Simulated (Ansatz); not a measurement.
# Ti3Tl: relaxation

Where does the structure settle? Runs: cell and atoms relaxed (PAW).

Method: DFT PBEsol, frozen-core PAW, scalar-relativistic unless said, in Ansatz 0.2.0.

2 further runs of the same task are left out: 2 set aside as unsound or not needed.

### 1 The system as given

It takes space group I4/mmm (No. 139, tetragonal). The conventional cell has a = 4.052 Å, b = 4.052 Å, c = 8.855 Å, α = 90.00°, β = 90.00°, γ = 90.00°. Ti (site symmetry -4m2) is surrounded by 8 Ti at 2.86 to 3.00 Å and 4 Tl at 3.00 Å. Around Ti (site symmetry 4/mmm) lie 4 Tl at 2.86 Å and 8 Ti at 3.00 Å. Tl (site symmetry 4/mmm) is surrounded by 12 Ti at 2.86 to 3.00 Å.

Coordinates:

```xyz
4
Lattice="-2.0258 2.0258 4.4277 2.0258 -2.0258 4.4277 2.0258 2.0258 -4.4277" Properties=species:S:1:pos:R:3 pbc="T T T"
Ti    0.0000    2.0258    2.2139
Ti    2.0258    0.0000    2.2139
Ti    0.0000    0.0000    4.4277
Tl    0.0000    0.0000    0.0000
```

Cartesian axes are those of the input's lattice vectors. The structure goes back to a database entry.

### 2 Cell and atoms relaxed, PAW

File input.yaml:

```yaml
crystal:
  lattice:
    - [-2.02575448, 2.02575448, 4.42773684]
    - [2.02575448, -2.02575448, 4.42773684]
    - [2.02575448, 2.02575448, -4.42773684]
  atoms:
    - { symbol: Ti, position: [0.75, 0.25, 0.5] }
    - { symbol: Ti, position: [0.25, 0.75, 0.5] }
    - { symbol: Ti, position: [0.5, 0.5, 0.0] }
    - { symbol: Tl, position: [0.0, 0.0, 0.0] }
kpoints:
  mp_grid: { grid: [12, 12, 12] }
scf:
  occupations: { method: fermi_dirac, width: 0.08 }
hamiltonian:
  xc: pbesol
  pseudopotentials: { kind: paw }
relax:
  f_tol: 0.002
  max_steps: 80
  cell: {}
output:
  forces: true
  stress: true
```

On the command line:

```
ansatz run input.yaml --threads 2 --pin off --max-ram 6144MiB --backend cpu --events-out ev --progress --plain --runs-dir out
```

**Question.** What will these runs give? Wanted: cell; volume.

**Answer**, as computed:

| quantity | value |
| --- | --- |
| cell | a = 5.206 Å, b = 5.206 Å, c = 5.206 Å, α = 134.53°, β = 134.53°, γ = 66.26° |
| volume | 17.645 Å³/atom |

**Reading.** The volume changes by -2.9 %. Cautions: frozen-core PAW files fitted under PBE, their cores solved anew for the functional of the run; no spin-orbit coupling on heavy atoms.
